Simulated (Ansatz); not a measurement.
# C2H2BF5O: how energies converge with the basis set

How large a basis does C2H2BF5O need? Two functionals are run in growing sets.

Program: Ansatz 0.2.0, Gaussian basis. Level of theory: one geometry, several basis sets. These are calculated values, not measurements.

The runs, in order: PBE0-D4/def2-SVP; ωB97M-V/def2-SVP; PBE0-D4/def2-QZVPP; ωB97M-V/def2-QZVPP; the functionals' def2-TZVPP values are taken from earlier runs.

## (1) Structure used throughout

The geometry comes from an earlier relaxation with PBE0-D4 in a triple-zeta def2 set; it is a stationary point, not always the lowest conformer.

11 atoms, charge 0, spin multiplicity 1.

Atoms are counted from 1 here; the program's logs count them from 0.

Bond lengths: F1–B2 1.315 Å, B2–F3 1.324 Å, B2–O4 1.348 Å, O4–C5 1.402 Å, C5–C6 1.515 Å, C5–H10 1.091 Å, C5–H11 1.092 Å, C6–F7 1.332 Å, C6–F8 1.337 Å, C6–F9 1.337 Å. Angles: F1–B2–F3 118.9°, F1–B2–O4 118.8°, F3–B2–O4 122.3°, B2–O4–C5 121.9°, O4–C5–C6 110.0°, O4–C5–H10 108.8°, O4–C5–H11 112.5°, C6–C5–H10 108.0°, C6–C5–H11 107.8°, H10–C5–H11 109.5°, C5–C6–F7 112.1°, C5–C6–F8 109.5°, C5–C6–F9 111.3°, F7–C6–F8 108.1°, F7–C6–F9 107.6°, F8–C6–F9 108.1°.

## (2) PBE0-D4 in def2-SVP

Contents of in.yaml:

```yaml
crystal:
  periodic: [false, false, false]
  atoms:
    - {symbol: F, position_ang: [-2.020437, -1.573031, -1.739644]}
    - {symbol: B, position_ang: [-1.414782, -0.546817, -1.184308]}
    - {symbol: F, position_ang: [-2.114474, 0.547826, -0.931068]}
    - {symbol: O, position_ang: [-0.096890, -0.638687, -0.915646]}
    - {symbol: C, position_ang: [0.603674, 0.393814, -0.275517]}
    - {symbol: C, position_ang: [0.812182, 0.051050, 1.185555]}
    - {symbol: F, position_ang: [1.519451, -1.066501, 1.342373]}
    - {symbol: F, position_ang: [1.470218, 1.046689, 1.787789]}
    - {symbol: F, position_ang: [-0.354433, -0.115887, 1.816400]}
    - {symbol: H, position_ang: [1.584532, 0.495057, -0.742117]}
    - {symbol: H, position_ang: [0.076356, 1.349386, -0.323216]}
basis:
  gaussian: {orbitals: def2-SVP}
hamiltonian: {xc: pbe0, dispersion: d4}
output: {orbitals: {seedname: orbitals}}
```

Run with:

```
$ ansatz run in.yaml --threads 4 --pin off --events-out ev --progress --plain --max-ram 11315MiB
```

After this run come: ωB97M-V in def2-SVP; PBE0-D4 in def2-QZVPP; ωB97M-V in def2-QZVPP.

**Question.** What will the summary of the whole plan be? Wanted: PBE0-D4: double and triple zeta above quadruple; ωB97M-V: double and triple zeta above quadruple.

As calculated:

```
                                       quantity           value
PBE0-D4: double and triple zeta above quadruple  22.92, 0.94 eV
ωB97M-V: double and triple zeta above quadruple  23.29, 0.88 eV
```

What this shows: PBE0-D4 gains 21.98 eV from double to triple zeta, then 0.94 eV more. These are total energies; as a rule much of such shifts cancels in differences, which this series doesn't test. The LUMO of ωB97M-V is positive and keeps falling with the basis (3.11 to 1.57 eV): an unbound level that the basis holds in place.
